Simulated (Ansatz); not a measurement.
What does this script print? It uses Ansatz's Python interface.

Script `orders_gdir3.py`:
```python
"""Ferro, antiferro and non-magnetic states of GdIr3."""

import ansatz
import numpy as np


def count_gap(report):
    # lowest empty less highest filled band, counting bands; zero where they overlap
    return max(report.get("gap_by_band_count_ev") or 0.0, 0.0)

CELL = [
    [4.056431, 0.0, 0.0],
    [0.0, 4.056431, 0.0],
    [0.0, 0.0, 8.112862],
]
ATOMS = [
    ("Gd", [0.0, 0.0, 0.0]),
    ("Ir", [0.0, 0.5, 0.25]),
    ("Ir", [0.5, 0.5, 0.0]),
    ("Ir", [0.5, 0.0, 0.25]),
    ("Gd", [0.0, 0.0, 0.5]),
    ("Ir", [0.0, 0.5, 0.75]),
    ("Ir", [0.5, 0.5, 0.5]),
    ("Ir", [0.5, 0.0, 0.75]),
]


def ordered(moments):
    crystal = ansatz.Crystal(lattice=ansatz.Lattice.of(CELL))
    for (symbol, position), moment in zip(ATOMS, moments):
        crystal = crystal.atom(symbol, position, moment=moment or None)
    return crystal

# starting moments in muB, one an atom
orders = {
    "FM": [7, 0, 0, 0, 7, 0, 0, 0],
    "AFM": [7, 0, 0, 0, -7, 0, 0, 0],
}

rows = []
for label, moments in orders.items():
    setup = (
        ordered(moments).calculation()
        .functional("pbesol")
        .pseudopotentials("paw")
        .basis(450)
        .kpoints(6, 6, 3, center="gamma")
        .occupations("fermi_dirac", width=0.1)
        .spin("collinear")
        .band_table()
    )
    report = setup.run(threads=1).report
    rows.append((label, report["free_energy_ev"], report["magnetization_mub"], report["absolute_magnetization_mub"], max(abs(m) for m in report["site_moments_mub"]), count_gap(report)))
    print(label, "site moments:", [round(m, 2) for m in report["site_moments_mub"]])

# the same cell with no spin polarisation
plain = ordered([0] * len(ATOMS)).calculation()
plain = plain.functional("pbesol")
plain = plain.pseudopotentials("paw").basis(450)
plain = plain.kpoints(6, 6, 3, center="gamma").occupations("fermi_dirac", width=0.1)
plain = plain.band_table()
report = plain.run(threads=1).report
rows.append(("NM", report["free_energy_ev"], 0.0, 0.0, 0.0, count_gap(report)))

lowest = min(row[1] for row in rows)
rows = [(row[0], 1000 * (row[1] - lowest) / 2, *row[2:]) for row in sorted(rows, key=lambda row: row[1])]
print("         order  meV/magnetic atom         net muB    absolute muB  largest site muB  gap by band count eV")
for row in rows:
    print(f"{str(row[0]):>14s}  {row[1]:17.2f}  {row[2]:14.3f}  {row[3]:14.3f}  {row[4]:16.3f}  {row[5]:20.3f}")
print("lowest of these starts:", rows[0][0])
```

Running `python orders_gdir3.py` prints:
```text
FM site moments: [6.88, -0.04, -0.04, -0.04, 6.88, -0.04, -0.04, -0.04]
AFM site moments: [6.87, -0.0, -0.03, -0.0, -6.87, -0.0, 0.03, 0.0]
         order  meV/magnetic atom         net muB    absolute muB  largest site muB  gap by band count eV
            FM               0.00          13.728          14.239             6.881                 0.000
           AFM               3.33           0.000          14.024             6.870                 0.000
            NM            6748.27           0.000           0.000             0.000                 0.000
lowest of these starts: FM
```

In order of energy: ferromagnetic (+0.0 meV an atom, largest site moment 6.88 μB), antiferro- or ferrimagnetic (+0.8 meV an atom, largest site moment 6.87 μB) and non-magnetic (+1687.1 meV an atom, largest site moment 0.00 μB). These are the states reached from the starts typed.

Notes:
- Open f shells: without a Hubbard U, without spin-orbit coupling; the state reached hangs on the start and needn't be the lowest.
- The mesh is modest for a metal, so energies can be off by several to tens of meV an atom and pressures by half a GPa or more; differences at equal mesh fare better.
- A gap by band count of zero or less means overlapping bands, a metal.
- This cell is a computed structure, which may not be the phase found in nature.
- Levels are Kohn-Sham eigenvalues on this mesh, without spin-orbit coupling.
- Each row is the state reached from that start at the given structure, not necessarily the lowest of its order; other orders weren't tried.
- Run time: 110 s on 1 thread of Arm Neoverse V1, on a shared host, peak memory 0.79 GiB.
